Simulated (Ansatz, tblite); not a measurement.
# NbH4: rung by rung

Aim: run the doublet of NbH4 at one geometry on many levels, and compare frontier levels, spin and run time.

Method: as each input shows; program: Ansatz 0.2.0, Gaussian basis.

Levels to be run: GFN1-xTB, GFN2-xTB, PBE-D4/def2-TZVP, r2SCAN-D4/def2-TZVP, LDA/def2-TZVP, CAM-B3LYP-D4/def2-TZVP, ωB97M-V/def2-TZVP, BHLYP-D4/def2-TZVP, revPBE-D4/def2-TZVP, B97M-V/def2-TZVP, B2PLYP/def2-TZVP, LC-ωPBE(0.10)/def2-TZVP, LC-ωPBE(0.15)/def2-TZVP, LC-ωPBE(0.20)/def2-TZVP, LC-ωPBE(0.30)/def2-TZVP, PBE-D4/def2-SVP, PBE0-D4/def2-SVP, PBE0-D4/def2-TZVPD, PBE-D4/def2-TZVPD, r2SCAN-D4/def2-TZVPD, CCSD(T)/def2-TZVPP, MP2/def2-TZVP, RPA/def2-TZVP, CCSD(T)/def2-TZVPD.

## 1. The structure

The doublet was relaxed beforehand with r2SCAN-D4/def2-TZVP.

5 atoms, charge 0, spin multiplicity 2.

Bond lengths: Nb1–H2 1.761 Å, Nb1–H3 1.761 Å, Nb1–H4 1.761 Å, Nb1–H5 1.761 Å. Angles: H2–Nb1–H3 106.1°, H2–Nb1–H4 111.2°, H2–Nb1–H5 111.2°, H3–Nb1–H4 111.2°, H3–Nb1–H5 111.2°, H4–Nb1–H5 106.1°.

Formally the metal is d1. Nb takes a core potential in the def2 sets. No spin-orbit coupling is included.

PBE0-D4/def2-TZVP was run before; its log isn't repeated, and its numbers join the tables.

## 2. GFN1-xTB

Tight binding, by tblite at 300 K electronic temperature and without a spin-polarisation term:

```python
tblite.interface.Calculator('GFN1-xTB', numbers, positions, charge=0, uhf=1).singlepoint()
```

Energy -109.1372 eV; 0.003 s.

## 3. GFN2-xTB

Tight binding, by tblite at 300 K electronic temperature and without a spin-polarisation term:

```python
tblite.interface.Calculator('GFN2-xTB', numbers, positions, charge=0, uhf=1).singlepoint()
```

Energy -104.8975 eV; 0.001 s.

## 4. PBE-D4/def2-TZVP

start.molden holds the orbitals of an earlier run on this state, given as this run's starting guess.

File in.yaml:

```yaml
crystal:
  periodic: [false, false, false]
  atoms:
    - {symbol: Nb, position_ang: [-0.000005, -0.000003, -0.000001]}
    - {symbol: H, position_ang: [0.061588, -0.016819, 1.760126]}
    - {symbol: H, position_ang: [1.673714, 0.010420, -0.548331]}
    - {symbol: H, position_ang: [-0.871957, 1.411027, -0.592296]}
    - {symbol: H, position_ang: [-0.863339, -1.404635, -0.619498]}
basis:
  gaussian: {orbitals: def2-TZVP, initial_orbitals: start.molden}
magnetization: {spin_polarized: true, initial_magnetization: 1}
hamiltonian: {xc: pbe, dispersion: d4}
scf: {omitted_lower_state_checks: [starts]}
output: {orbitals: {seedname: orbitals}}
```

Started as:

```
> ansatz run in.yaml --threads 4 --pin off --events-out ev --progress --plain --max-ram 3916MiB
```

After this run come: r2SCAN-D4/def2-TZVP; LDA/def2-TZVP; CAM-B3LYP-D4/def2-TZVP; ωB97M-V/def2-TZVP; BHLYP-D4/def2-TZVP; revPBE-D4/def2-TZVP; B97M-V/def2-TZVP; B2PLYP/def2-TZVP; LC-ωPBE(0.10)/def2-TZVP; LC-ωPBE(0.15)/def2-TZVP; LC-ωPBE(0.20)/def2-TZVP; LC-ωPBE(0.30)/def2-TZVP; PBE-D4/def2-SVP; PBE0-D4/def2-SVP; PBE0-D4/def2-TZVPD; PBE-D4/def2-TZVPD; r2SCAN-D4/def2-TZVPD; CCSD(T)/def2-TZVPP; MP2/def2-TZVP; RPA/def2-TZVP; CCSD(T)/def2-TZVPD.

Before running them: what should the planned runs give, taken together? Wanted: gap in def2-TZVP, named functionals, smallest and largest; gap over the ω; correlation energy, CCSD(T)/def2-TZVPP; correlation energy, MP2/def2-TZVP; correlation energy, CCSD(T)/def2-TZVPD; binding an atom, CCSD(T)/def2-TZVPP; ⟨S²⟩ in def2-TZVP, named functionals, smallest and largest; PBE0 total energy, smallest basis above largest.

**Answer**, as computed:

| quantity | value |
| --- | --- |
| gap in def2-TZVP, named functionals, smallest and largest | 0.22 eV (PBE-D4), 7.74 eV (ωB97M-V) |
| gap over the ω (1/bohr) | 3.16 eV at 0.1, 7.36 eV at 0.3 |
| correlation energy, CCSD(T)/def2-TZVPP | -12.99 eV |
| correlation energy, MP2/def2-TZVP | -9.67 eV |
| correlation energy, CCSD(T)/def2-TZVPD | -10.92 eV |
| binding an atom, CCSD(T)/def2-TZVPP | 2.308 eV |
| ⟨S²⟩ in def2-TZVP, named functionals, smallest and largest | 0.755, 0.761 |
| PBE0 total energy, smallest basis above largest | 0.50 eV (def2-SVP, def2-TZVPD) |

**Reading.** Orbital gaps of the named functionals in def2-TZVP span 0.22 eV (PBE-D4) to 7.74 eV (ωB97M-V); exact exchange widens it. Raising the ω (1/bohr) from 0.1 to 0.3 moves the HOMO by -2.34 eV and the LUMO by +1.86 eV. The functionals in def2-TZVP miss CCSD(T)/def2-TZVPP by -0.095 (PBE0-D4) to +0.273 eV (LDA) an atom. CCSD(T)/def2-TZVPP isn't at the basis-set limit; small misses against it rank nothing. LDA leaves an empty level below a filled one, so this occupation isn't an aufbau state there; left out of the range. Over the named functionals in def2-TZVP spin contamination reaches 0.01 (r2SCAN-D4), which is small.
